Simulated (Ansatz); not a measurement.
# C3H11MoN3O: up Jacob's ladder to CCSD(T)

One table from this session's results is given with a row withheld; the runs are named, their logs left out.

The runs use Ansatz 0.2.0, Gaussian basis; functionals in def2-TZVPP, the program's frozen cores in correlated methods.

The runs, in order: LDA (SPW92), PBE-D4, revPBE-D4, BLYP-D4, r2SCAN-D4, B97M-V, PBE0-D4, B3LYP-D4, r2SCANh-D4, r2SCAN0-D4, HSE06-D4, BHLYP-D4, CAM-B3LYP-D4, LC-ωPBE, ωB97X-V, ωB97M-V, B2PLYP, PBE-QIDH; CCSD(T)/def2-SVP; CCSD(T)/def2-TZVPP; MP2/def2-QZVPP; extrapolation to the limit; RPA on PBE.

1 further run of the same task is left out (for a known fault of the program). Runs told in other sessions of the task aren't counted.

## Structure used throughout

All runs share one geometry, relaxed beforehand with PBE0-D4 in a triple-zeta def2 set. Mo takes the def2 core potential; no spin-orbit term is included.

19 atoms, charge 0, spin multiplicity 1.

Atoms are counted from 1 here; the program's logs count them from 0.

Bond lengths: C1–N2 1.421 Å, C1–H9 1.096 Å, C1–H10 1.096 Å, C1–H11 1.096 Å, N2–Mo3 1.737 Å, Mo3–N4 1.951 Å, Mo3–O5 1.695 Å, Mo3–N6 1.936 Å, N4–H12 1.007 Å, N4–H13 1.009 Å, N6–C7 1.440 Å, N6–C8 1.444 Å, C7–H14 1.099 Å, C7–H15 1.089 Å, C7–H16 1.099 Å, C8–H17 1.098 Å, C8–H18 1.099 Å, C8–H19 1.092 Å. Angles: N2–C1–H9 110.0°, N2–C1–H10 112.4°, N2–C1–H11 110.0°, H9–C1–H10 108.4°, H9–C1–H11 107.3°, H10–C1–H11 108.5°, C1–N2–Mo3 150.3°, N2–Mo3–N4 106.2°, N2–Mo3–O5 114.2°, N2–Mo3–N6 105.8°, N4–Mo3–O5 110.1°, N4–Mo3–N6 111.1°, O5–Mo3–N6 109.3°, Mo3–N4–H12 125.1°, Mo3–N4–H13 123.1°, H12–N4–H13 111.4°, Mo3–N6–C7 127.8°, Mo3–N6–C8 118.9° and more.

Geometry (Å):

```xyz
19
charge 0, multiplicity 1
C    -1.9641   -1.7132   -1.7035
N    -1.0399   -1.2406   -0.7331
Mo    0.5670   -0.7497   -0.2928
N     1.1375   -1.9631    1.1239
O     1.6782   -0.7826   -1.5717
N     0.4023    1.0631    0.3652
C    -0.7931    1.7403    0.7974
C     1.5965    1.8598    0.5239
H    -2.7944   -1.0053   -1.8060
H    -1.5024   -1.8507   -2.6875
H    -2.3895   -2.6705   -1.3820
H     0.5304   -2.5824    1.6351
H     2.1066   -2.1311    1.3473
H    -0.7513    1.9731    1.8708
H    -1.6683    1.1181    0.6168
H    -0.9193    2.6902    0.2589
H     1.5036    2.8125   -0.0151
H     1.7869    2.0873    1.5819
H     2.4715    1.3404    0.1269
```

Set-up of the first run:

Contents of in.yaml:

```yaml
crystal:
  periodic: [false, false, false]
  atoms:
    - {symbol: C, position_ang: [-1.964145, -1.713235, -1.703485]}
    - {symbol: N, position_ang: [-1.039853, -1.240565, -0.733072]}
    - {symbol: Mo, position_ang: [0.566976, -0.749711, -0.292809]}
    - {symbol: N, position_ang: [1.137529, -1.963094, 1.123873]}
    - {symbol: O, position_ang: [1.678248, -0.782576, -1.571670]}
    - {symbol: N, position_ang: [0.402264, 1.063086, 0.365242]}
    - {symbol: C, position_ang: [-0.793098, 1.740261, 0.797386]}
    - {symbol: C, position_ang: [1.596541, 1.859773, 0.523878]}
    - {symbol: H, position_ang: [-2.794353, -1.005282, -1.805952]}
    - {symbol: H, position_ang: [-1.502428, -1.850665, -2.687518]}
    - {symbol: H, position_ang: [-2.389490, -2.670460, -1.381963]}
    - {symbol: H, position_ang: [0.530361, -2.582392, 1.635051]}
    - {symbol: H, position_ang: [2.106586, -2.131098, 1.347319]}
    - {symbol: H, position_ang: [-0.751338, 1.973123, 1.870786]}
    - {symbol: H, position_ang: [-1.668326, 1.118066, 0.616750]}
    - {symbol: H, position_ang: [-0.919343, 2.690207, 0.258868]}
    - {symbol: H, position_ang: [1.503618, 2.812458, -0.015061]}
    - {symbol: H, position_ang: [1.786851, 2.087289, 1.581913]}
    - {symbol: H, position_ang: [2.471499, 1.340417, 0.126864]}
basis:
  gaussian: {orbitals: def2-TZVPP}
hamiltonian: {xc: lda}
output: {orbitals: {seedname: orbitals}}
```

Started as:

```bash
$ ansatz run in.yaml --threads 4 --pin off --events-out ev --progress --plain --max-ram 66560MiB --backend cuda --devices 0, --max-vram 37GiB
```

Steps of the session up to this table: LDA; PBE-D4 (GGA); revPBE-D4 (GGA); BLYP-D4 (GGA); r2SCAN-D4 (meta-GGA); B97M-V (meta-GGA); B3LYP-D4 (hybrid); r2SCANh-D4 (hybrid); r2SCAN0-D4 (hybrid); HSE06-D4 (hybrid); BHLYP-D4 (hybrid); CAM-B3LYP-D4 (range-separated); LC-ωPBE (range-separated); ωB97X-V (range-separated); ωB97M-V (range-separated); B2PLYP (double hybrid); PBE-QIDH (double hybrid).

One table of the session follows, with a row left open; its other results are not shown here.

It belongs to the step «Frontier levels by functional». 

| functional | HOMO (eV) | gap (eV) |
| --- | --- | --- |
| LDA (SPW92) | -5.29 | 3.40 |
| PBE-D4 | -5.14 | 3.43 |
| revPBE-D4 | -5.08 | 3.44 |
| BLYP-D4 | -5.03 | 3.42 |
| r2SCAN-D4 | -5.37 | 3.75 |
| B97M-V | -5.48 | 3.87 |
| PBE0-D4 | -6.37 | 5.45 |
| B3LYP-D4 | -6.17 | 5.04 |
| r2SCANh-D4 | -5.83 | 4.51 |
| r2SCAN0-D4 | -6.54 | 5.67 |
| HSE06-D4 | -5.97 | 4.68 |
| BHLYP-D4 | ? | ? |
| CAM-B3LYP-D4 | -7.68 | 7.85 |
| LC-ωPBE | -8.95 | 10.24 |
| ωB97X-V | -8.63 | 9.84 |
| ωB97M-V | -8.55 | 9.66 |

**Question.** Estimate the row for BHLYP-D4.

Worked estimate for «HOMO (eV)». Against the share of exact exchange, BLYP-D4 (0, -5.03), B3LYP-D4 (0.2, -6.17) give a slope of -5.70 per unit share; at 0.5 the line stands at -7.88.

The run gave: HOMO (eV): -7.55; gap (eV): 7.56. In «HOMO (eV)» the line misses by -0.33.
